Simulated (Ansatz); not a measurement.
**ZrSi3O8: the cell at several levels of theory**

How does the equilibrium cell of ZrSi3O8 built on the anatase host prototype depend on the functional? It is relaxed with PBE and r2SCAN. This is a trial cell built on a prototype, not taken from a measured structure, and it needn't be the compound's ground state.

Program: Ansatz 0.2.0. PAW datasets, plane waves, zero pressure. No spin polarisation and no zero-point or thermal motion; the cell was built from a prototype and may be hypothetical.

## 1. Starting point

This is the cell as the run starts from it, not yet at rest; its lengths are not the crystal's.

Space group Cm (No. 8), monoclinic; a = 9.402 Å, b = 3.442 Å, c = 6.884 Å, β = 111.5° in the conventional setting, 8.64 Å³ an atom. Near Zr stand 6 O at 1.76–1.81 Å; near Si stand 6 O at 1.76–1.81 Å; near O stand 3 Si at 1.76–1.81 Å; near O stand 2 Si at 1.76 Å and 1 Zr at 1.81 Å; near O stand 1 Zr at 1.76 Å and 2 Si at 1.76–1.81 Å.

Coordinates:

```cif
data_structure
_symmetry_space_group_name_H-M 'P 1'
_symmetry_Int_Tables_number 1
_cell_length_a 5.0063
_cell_length_b 5.0063
_cell_length_c 6.8842
_cell_angle_alpha 110.107
_cell_angle_beta 110.107
_cell_angle_gamma 40.214
_cell_volume 103.67
loop_
_atom_site_label
_atom_site_type_symbol
_atom_site_fract_x
_atom_site_fract_y
_atom_site_fract_z
_atom_site_occupancy
Zr1 Zr 0.00000 0.00000 0.00000 1
Si1 Si 0.25000 0.25000 0.37500 1
O1 O 0.45715 0.45715 0.47858 1
O2 O 0.20715 0.20715 0.10358 1
O3 O 0.04285 0.04285 0.27142 1
O4 O 0.79285 0.79285 0.39642 1
Si2 Si 0.00000 0.00000 0.50000 1
Si3 Si 0.25000 0.25000 0.87500 1
O5 O 0.45715 0.45715 0.97858 1
O6 O 0.20715 0.20715 0.60358 1
O7 O 0.04285 0.04285 0.77142 1
O8 O 0.79285 0.79285 0.89642 1
```

## 2. PBE: cell and atoms

input.yaml

```yaml
crystal:
  lattice:
    - [4.7011926, -1.72105555, 0.0]
    - [4.7011926, 1.72105555, 0.0]
    - [-2.52023899, 0.0, 6.40631805]
  atoms:
    - { symbol: Zr, position: [0.0, 0.0, 0.0] }
    - { symbol: Si, position: [0.25, 0.25, 0.375] }
    - { symbol: O, position: [0.45715212, 0.45715212, 0.47857606] }
    - { symbol: O, position: [0.20715212, 0.20715212, 0.10357606] }
    - { symbol: O, position: [0.04284788, 0.04284788, 0.27142394] }
    - { symbol: O, position: [0.79284788, 0.79284788, 0.39642394] }
    - { symbol: Si, position: [0.0, 0.0, 0.5] }
    - { symbol: Si, position: [0.25, 0.25, 0.875] }
    - { symbol: O, position: [0.45715212, 0.45715212, 0.97857606] }
    - { symbol: O, position: [0.20715212, 0.20715212, 0.60357606] }
    - { symbol: O, position: [0.04284788, 0.04284788, 0.77142394] }
    - { symbol: O, position: [0.79284788, 0.79284788, 0.89642394] }
kpoints:
  mp_grid: { grid: [8, 8, 4] }
hamiltonian:
  xc: pbe
scf:
  occupations: { method: fermi_dirac, width: 0.02 }
relax:
  f_tol: 0.005
  cell: {}
```

Further steps of the session: Relaxation with r2SCAN.

Q: Predict the outcome of this session. Wanted: for each run, a; b; c; β; volume; space group; SCF geometries.

As calculated:

| level | a (Å) | b (Å) | c (Å) | β (°) | volume (Å³/atom) | space group | SCF geometries |
| --- | --- | --- | --- | --- | --- | --- | --- |
| PBE | 9.809 | 3.662 | 7.317 | 110.623 | 10.250 | Cm | 19 |
| r2SCAN | 9.677 | 3.622 | 7.261 | 110.410 | 9.940 | Cm | 9 |

In words: From the start to the first minimum the volume moved by +18.6 %. r2SCAN gives the smallest cell and PBE the largest; they differ by 3.1 % in volume, a mean of 1.0 % in length.
